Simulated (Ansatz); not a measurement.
HfC, space group Fm-3m: a check of PAW against all-electron LAPW, run with the Python package of Ansatz (0.2.0).

Script `paw_lapw.py`:
```python
# -*- coding: utf-8 -*-
import ansatz as az
import numpy as np


def count_gap(report):
    # lowest empty less highest filled band, counting bands; zero where they overlap
    return max(report.get('gap_by_band_count_ev') or 0.0, 0.0)


def main():
    lattice = az.Lattice.of(
        (0.0, 2.325, 2.325),
        (2.325, 0.0, 2.325),
        (2.325, 2.325, 0.0),
    )
    sites = [
        ('Hf', (0.5, 0.5, 0.5)),
        ('C', (0.0, 0.0, 0.0)),
    ]
    crystal = az.Crystal(lattice=lattice)
    for symbol, position in sites:
        crystal = crystal.atom(symbol, position)

    model = (
        crystal.calculation()
        .occupations('Methfessel-Paxton', width=0.1)
        .functional('PBEsol')
        .kpoints(11)
        .stress()
        .forces()
        .band_table()
    )
    variants = {
        'PAW': model.pseudopotentials('paw'),
        'LAPW': model.pseudopotentials('all_electron', lapw=True),
    }
    rows = []
    for label, variant in variants.items():
        report = variant.run().report
        levels = np.array(report['eigenvalues_ev'][0]) - report['fermi_energy_ev']
        print(label, 'levels at the first k-point near E_F:', np.round(levels[np.abs(levels) < 5], 3))
        rows.append((label, report['n_electrons'], np.trace(report['stress_gpa']) / 3, count_gap(report)))
    lines = [','.join(['treatment', 'electrons in bands', 'P GPa', 'gap by band count eV'])] + [','.join(f'{v:.4f}' if isinstance(v, float) else str(v) for v in row) for row in rows]
    print('\n'.join(lines))
    with open('paw_lapw.csv', 'w') as handle:
        handle.write('\n'.join(lines) + '\n')


if __name__ == '__main__':
    main()
```

How well do the two treatments of the cores agree on the pressure?

PAW gives -6.473 GPa and LAPW -6.430 GPa, 0.044 GPa apart. They took 1.9 and 19.4 s of processor time.

The run itself:

```console
$ python paw_lapw.py
DeckWarning: basis.ecutwfc = 420 eV, auto-derived from the records' recommended cutoffs: set by Hf (normal level)
PAW levels at the first k-point near E_F: [0.975 0.975 0.975 1.219 1.219 1.219 3.236]
LAPW levels at the first k-point near E_F: [0.978 0.978 0.978 1.216 1.216 1.216 3.232 3.232]
treatment,electrons in bands,P GPa,gap by band count eV
PAW,30.0000,-6.4732,0.0000
LAPW,48.0000,-6.4297,0.0000
```
(Warnings from the package without file and line.)

The computed bands are complete only to about 3.2 eV above the Fermi level. The mesh is modest for a metal, so energies can be off by several to tens of meV an atom and pressures by half a GPa or more; differences at equal mesh fare better. A gap by band count of zero or less means overlapping bands, a metal. At these settings the cell as given stands under about -6 GPa, so it isn't at this functional's equilibrium volume. The structure is a deposited one; some such entries were measured under pressure or heat, so a shift against it needn't be the functional's error alone. Levels are Kohn-Sham eigenvalues on this mesh, without spin-orbit coupling. Pressure is positive in compression; the treatments may keep other shells as core, so totals and counts of electrons can differ. Wall time of the script: 22 s on 1 thread of Arm Neoverse V1, on a shared host, peak memory 0.55 GiB.
